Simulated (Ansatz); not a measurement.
# GeH6S: a reaction path by the nudged elastic band

What path joins these two structures, and how high does it climb? Both ends were relaxed at PBE0-D4 in triple zeta.

Method: PBE0-D4/def2-SVP; program: Ansatz 0.2.0, Gaussian basis.

23 further runs of the same task are left out: 1 that didn't finish, 22 set aside as unsound or not needed.

**1. Where the work starts**

The first end: 8 atoms, charge 0, spin multiplicity 1.

Atoms are counted from 1 here; the program's logs count them from 0.

Bond lengths: Ge1–H2 1.535 Å, Ge1–H3 1.538 Å, Ge1–H4 1.534 Å, Ge1–H5 1.532 Å, H6–S7 1.342 Å, S7–H8 1.342 Å. Angles: H2–Ge1–H3 108.8°, H2–Ge1–H4 109.6°, H2–Ge1–H5 109.9°, H3–Ge1–H4 109.1°, H3–Ge1–H5 109.3°, H4–Ge1–H5 110.1°, H6–S7–H8 92.3°.

Coordinates:

```xyz
8
charge 0, multiplicity 1
Ge   -0.9667   -0.8725   -0.5982
H     0.4261   -0.7641   -1.2342
H    -1.8632   -1.7281   -1.5089
H    -1.5809    0.5263   -0.4615
H    -0.8605   -1.5369    0.7785
H     2.3533    0.7744    0.8704
S     1.3551    1.3474    1.5595
H     1.1368    2.2535    0.5945
```

The second end:

```mol
GeH6S
  3D, bonds by distance, orders not assigned

  8  6  0  0  0  0  0  0  0  0999 V2000
   -1.1014   -0.0391    0.2434 Ge  0  0
    2.3148   -1.4470   -1.1448 H   0  0
   -0.8224   -0.3367   -1.2373 H   0  0
   -2.4279    0.7231    0.3846 H   0  0
   -1.1321   -1.3346    1.0612 H   0  0
    2.1657   -0.8786   -0.6823 H   0  0
    0.5659    1.1463    1.1196 S   0  0
    0.4374    2.1666    0.2557 H   0  0
  1  3  8  0
  1  4  8  0
  1  5  8  0
  1  7  8  0
  2  6  8  0
  7  8  8  0
M  END
```

**2. The band at PBE0-D4/def2-SVP**

File neb/in.yaml:

```yaml
crystal:
  periodic: [false, false, false]
  atoms:
    - {symbol: Ge, position_ang: [-0.966698, -0.872472, -0.598248]}
    - {symbol: H, position_ang: [0.426126, -0.764110, -1.234221]}
    - {symbol: H, position_ang: [-1.863160, -1.728082, -1.508880]}
    - {symbol: H, position_ang: [-1.580886, 0.526310, -0.461485]}
    - {symbol: H, position_ang: [-0.860474, -1.536884, 0.778534]}
    - {symbol: H, position_ang: [2.353276, 0.774400, 0.870362]}
    - {symbol: S, position_ang: [1.355072, 1.347392, 1.559488]}
    - {symbol: H, position_ang: [1.136844, 2.253547, 0.594549]}
basis:
  gaussian: {orbitals: def2-SVP}
hamiltonian: {xc: pbe0, dispersion: d4}
neb:
  images: 5
  climbing: true
  max_iterations: 40
  initial_path: idpp
  final_atoms:
    - {symbol: Ge, position_ang: [-1.101396, -0.039051, 0.243378]}
    - {symbol: H, position_ang: [2.314848, -1.447007, -1.144822]}
    - {symbol: H, position_ang: [-0.822420, -0.336654, -1.237307]}
    - {symbol: H, position_ang: [-2.427881, 0.723121, 0.384615]}
    - {symbol: H, position_ang: [-1.132084, -1.334620, 1.061249]}
    - {symbol: H, position_ang: [2.165740, -0.878602, -0.682293]}
    - {symbol: S, position_ang: [0.565923, 1.146316, 1.119600]}
    - {symbol: H, position_ang: [0.437372, 2.166597, 0.255679]}
```

Launch:

```sh
$ ansatz run in.yaml --threads 2 --pin off --events-out ev --progress --plain --max-ram 4352MiB
```

What does the calculation give? Wanted: from earlier runs: barrier over the separately found saddle, CCSD(T)/def2-TZVPP.

The runs gave:

| quantity | value |
| --- | --- |
| PBE0-D4/def2-SVP, 15 iterations | highest 212.1 kJ/mol (image 3), last end -12.5 kJ/mol |
| from earlier runs: barrier over the separately found saddle, CCSD(T)/def2-TZVPP | 241.7 kJ/mol |

The highest image lies 212.1 kJ/mol above the first end, and it climbed, so it estimates the saddle. The ends are not quite minima at this level (largest force component 0.48 eV/Å), so the heights are unreliable: relaxing the first end would lower it and raise the barrier above it. The highest image is 29.6 kJ/mol below the CCSD(T) barrier in triple zeta, which comes from separate runs on the saddle.
